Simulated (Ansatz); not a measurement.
# Re: a trigonal deformation path

One table from this session's results is given with a row withheld; the runs are named, their logs left out.

Computed with Ansatz 0.2.0 (DFT r2SCAN, scalar-relativistic, plane waves, PAW, unless a step's input says otherwise).

## The structure to begin with

The structure is cubic, space group Fm-3m (No. 225). The conventional cell has a = 3.950 Å, b = 3.950 Å, c = 3.950 Å, α = 90.00°, β = 90.00°, γ = 90.00°. Re (site symmetry m-3m) is surrounded by 12 Re at 2.79 Å.

Structure file:

```cif
data_structure
_symmetry_space_group_name_H-M 'P 1'
_symmetry_Int_Tables_number 1
_cell_length_a 2.7931
_cell_length_b 2.7931
_cell_length_c 2.7931
_cell_angle_alpha 60.000
_cell_angle_beta 60.000
_cell_angle_gamma 60.000
_cell_volume 15.41
loop_
_atom_site_label
_atom_site_type_symbol
_atom_site_fract_x
_atom_site_fract_y
_atom_site_fract_z
_atom_site_occupancy
Re1 Re 0.00000 0.00000 0.00000 1
```

No relaxation comes first: the listed cell is the starting point.

## Zero of energy

The reference gives a free energy of -10880.7238 eV, pressure -15.43 GPa, largest force 0.000 eV/Å and gap on the mesh none (metal). It was computed beforehand with the settings of the runs below.

Set-up of the first run:

At fixed volume and fractional coordinates, lengths along (0.577, 0.577, 0.577) are scaled against those across it; ρ is that ratio over its starting value.

The input, input.yaml:

```yaml
crystal:
  lattice:
    - [-0.8294480245, 1.658896049, 1.658896049]
    - [1.658896049, -0.8294480245, 1.658896049]
    - [1.658896049, 1.658896049, -0.8294480245]
  atoms:
    - { symbol: Re, position: [0.0, 0.0, 0.0] }
basis:
  ecutwfc: 500
kpoints:
  mp_grid: { grid: [22, 22, 22] }
hamiltonian:
  xc: r2scan
scf:
  occupations: { method: gaussian, width: 0.15 }
output:
  forces: true
  stress: true
  eigenvalues: true
```

Run with:

```bash
ansatz run input.yaml --threads 1 --pin off --max-ram 2560MiB --backend cpu --events-out ev --progress --plain --runs-dir out
```

Among the steps run: Point ρ = 0.500; Point ρ = 2.000; ρ = 0.710; Point ρ = 1.410; ρ = 0.600; Point ρ = 0.850; ρ = 1.200; Point ρ = 1.700; Point ρ = 0.930; ρ = 1.080.

One of the session's tables, all rows but one given; the rest of the session is left out.

The scan, with free energies counted from the undisturbed cell:

| ρ | ΔE (meV/atom) | pressure (GPa) |
| --- | --- | --- |
| 0.500 | 1465.3 | 29.0 |
| 0.600 | 1303.3 | 25.7 |
| 0.710 | 797.4 | 11.2 |
| 0.850 | 278.5 | -6.7 |
| 0.930 | 64.6 | -13.6 |
| 1.000 | 0.0 | -15.4 |
| 1.080 | 76.6 | -13.1 |
| 1.200 | 414.0 | -1.6 |
| 1.410 | ? | ? |
| 1.700 | 3284.2 | 99.4 |
| 2.000 | 5671.4 | 181.8 |

Q: Estimate the row for ρ = 1.410 from the others.

Worked estimate for «ΔE (meV/atom)». A straight line through the neighbours (1.200, 414.0) and (1.700, 3284.2) gives 414.0 + (3284.2 − 414.0) × (1.410 − 1.200) / (1.700 − 1.200) = 1619.5; a parabola fitted to 4 rows on both sides gives 1447.7.

The run gave: ΔE (meV/atom): 1385.8; pressure (GPa): 33.9. In «ΔE (meV/atom)» the line misses by +233.7 and the parabola by +61.9.
